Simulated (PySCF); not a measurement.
# C2H7NO2Si: the cost of one run

Programs: PySCF 2.14.0, with density-fitted response routines of our own. Each step states its level of theory. These are calculated values for one molecule in the gas phase, unless marked as measured. Atoms are numbered from 0 throughout.

## 1. The starting structure

13 atoms, charge 0, multiplicity 1; geometry from: GFN2-xTB. The atoms were then displaced at random by about 0.01 Å, so the start is not that level's minimum.

Bonds of the start (Å): C0–O1 1.37, O1–Si2 1.61, Si2–N3 1.80, N3–C4 1.32, C4–O5 1.19, C0–H6 1.10, C0–H7 1.12, C0–H8 1.09, Si2–H9 1.47, Si2–H10 1.44, N3–H11 1.01, C4–H12 1.09.

## 2. Geometry optimisation at PBE0-D3(BJ)/def2-SVP

The job: settings as JSON, then the geometry in Å.

```
{"job": {"xc": "PBE0", "basis": "def2-SVP", "d3": "d3bj", "grid": 1, "shake": 0.01, "kind": "geom"}, "charge": 0, "multiplicity": 1}
C     -2.325420     0.696880     0.405260
O     -0.961390     0.710570     0.292800
Si    -0.047300    -0.535210    -0.174540
N      1.555110     0.264660    -0.037370
C      2.601190    -0.468900    -0.351760
O      2.534110    -1.608370    -0.697900
H     -2.799480     0.503100    -0.563150
H     -2.640320     1.718270     0.730260
H     -2.685020    -0.019600     1.141260
H     -0.110110    -1.654630     0.777720
H     -0.290670    -0.930360    -1.539240
H      1.637470     1.221310     0.263030
H      3.537660     0.085410    -0.256680
```

Command:

```bash
> OMP_NUM_THREADS=1 python probes_run.py task.json out
```

The driver reads the jobs from task.json and runs them one after another.

**Question.** How long does this first job take on 1 thread of Arm Neoverse V1, shared host, and how much memory does it need?

About 38 s, with a peak of 0.51 GiB.
